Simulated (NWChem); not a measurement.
# PKZB/STO-6G (density fitting with ahlrichs coulomb fitting) run of C2H3FSSi (SMILES FC1=C(S)[SiH2]1)

What is the solvation energy at fixed shape (SMD, benzene) of C2H3FSSi at PKZB/STO-6G (density fitting with ahlrichs coulomb fitting)? 

Program for the calculation: NWChem 7.3.0.

3 further runs of the same task are left out: 1 that didn't finish, 2 set aside as unsound or not needed.

### Step 1. The structure to begin with

C2H3FSSi has 8 atoms, charge 0, and is taken as a singlet. As SMILES, `FC1=C(S)[SiH2]1`. The shape is that of a PBE0-D4/def2-TZVP optimisation. This is one conformer, not always the lowest.

Bond lengths: F1–C2 1.323 Å, C2–C3 1.330 Å, C3–S4 1.716 Å, C2–Si5 1.787 Å, C3–Si5 1.834 Å, S4–H6 1.346 Å, Si5–H7 1.484 Å, Si5–H8 1.484 Å. Some angles: F1–C2–C3 134.2°, F1–C2–Si5 155.5°, C3–C2–Si5 70.3°, C2–C3–S4 142.5°, C2–C3–Si5 66.6°, S4–C3–Si5 150.8°, C2–Si5–C3 43.1°, C3–S4–H6 97.7°, C2–Si5–H7 122.6°, C2–Si5–H8 122.6°.

### Step 2. Energy and one-electron properties at PKZB/STO-6G (density fitting with ahlrichs coulomb fitting)

The input, work.nw:

```
start work
title "C2H3FSSi properties"
memory stack 880 mb heap 220 mb global 1100 mb
charge 0
geometry noautosym nocenter noautoz
  F        1.510900       1.594300       0.025500
  C        0.798700       0.479100       0.022400
  C       -0.501900       0.209500      -0.044700
  S       -2.043600       0.954600      -0.161500
  Si       0.547400      -1.289800       0.069300
  H       -1.625000       2.234000      -0.181400
  H        0.774400      -2.161700      -1.109900
  H        0.631000      -2.076900       1.324600
end
basis cartesian
  * library STO-6G
end
basis "cd basis" spherical
  * library "ahlrichs coulomb fitting"
end
dft
  xc xpkzb99 cpkzb99
  grid xfine
  convergence energy 1e-05
  print low
end
property
  quadrupole
  efieldgrad
end
task dft property
```

Command:

```console
$ nwchem work.nw > work.out
```

Standard output:

```text
[...]
 d= 0,ls=0.0,diis     1   -861.1797376049 -1.12D+03  6.70D-02  4.84D-01     2.5
[...]
 d= 0,ls=0.0,diis    10   -861.2796132750 -5.10D-08  5.49D-06  2.19D-08    13.5
         Total DFT energy =     -861.279613275029
      One electron energy =    -1702.367791872937
           Coulomb energy =      655.183073907383
    Exchange-Corr. energy =      -68.625926696555
 Nuclear repulsion energy =      254.531031387081
[...]
```

Wall time 15 s (1 thread of AMD EPYC 9R14 (Zen 4), shared host); peak memory 0.14 GiB.

### Step 3. The charge distribution at PKZB/STO-6G (density fitting with ahlrichs coulomb fitting, SMD benzene)

The input, a.nw:

```
echo
start a
memory 2200 mb

geometry units angstroms noautosym nocenter noautoz
  F      1.510900     1.594300     0.025500
  C      0.798700     0.479100     0.022400
  C     -0.501900     0.209500    -0.044700
  S     -2.043600     0.954600    -0.161500
  Si     0.547400    -1.289800     0.069300
  H     -1.625000     2.234000    -0.181400
  H      0.774400    -2.161700    -1.109900
  H      0.631000    -2.076900     1.324600
end

basis
  F library STO-6G
  C library STO-6G
  S library STO-6G
  Si library STO-6G
  H library STO-6G
end

basis "cd basis" spherical
  F library "ahlrichs coulomb fitting"
  C library "ahlrichs coulomb fitting"
  S library "ahlrichs coulomb fitting"
  Si library "ahlrichs coulomb fitting"
  H library "ahlrichs coulomb fitting"
end

cosmo
  do_cosmo_smd true
  solvent benzene
end

dft
  xc xpkzb99 cpkzb99
  grid xfine
  convergence energy 1e-05
  noprint "final vectors analysis"
end

property
  quadrupole
  efieldgrad
end

task dft property
```

Command:

```console
$ nwchem a.nw > a.out
```

Standard output:

```text
[...]
          Wavefunction type:  closed shell.
          No. of atoms     :     8
          No. of electrons :    54
[...]
          Charge           :     0
          Spin multiplicity:     1
[...]
          AO basis - number of functions:    36
[...]
              XC Information
              --------------
                  PKZB metaGGA Exchange Functional  1.000
             PKZB99 metaGGA Correlation Functional  1.000
[...]
 d= 0,ls=0.0,diis     1   -861.1797376049 -1.12D+03  6.70D-02  4.84D-01     2.5
[...]
 d= 0,ls=0.0,diis     6   -861.2816043508 -1.44D-08  2.44D-06  2.46D-09    24.2
         Total DFT energy =     -861.281604350836
      One electron energy =    -1702.408510696179
           Coulomb energy =      655.218912408729
    Exchange-Corr. energy =      -68.627733241182
 Nuclear repulsion energy =      254.531031387081
             COSMO energy =        0.004695790715
[...]
```

Wall time 25 s (1 thread of AMD EPYC 9R14 (Zen 4), shared host); peak memory 0.14 GiB.

### Step 4. Results

At PKZB/STO-6G (density fitting with ahlrichs coulomb fitting):

| quantity | value |
| --- | --- |
| gas phase: total energy | -861.27961 Eh |
| SMD, benzene: total energy | -861.28160 Eh |
| SMD, benzene: dipole moment | 0.22 D |
| SMD, benzene: HOMO energy | -1.67 eV |
| SMD, benzene: LUMO energy | 3.92 eV |
| SMD, benzene: HOMO–LUMO gap | 5.59 eV |
| SMD, benzene: solvent term in the energy | -5.2 kJ/mol |
| energy change from gas to solvent at fixed shape | -0.054 eV |

In words: The solvent model (SMD, benzene) lowers the energy by 0.05 eV (−1.2 kcal/mol) at the same shape.
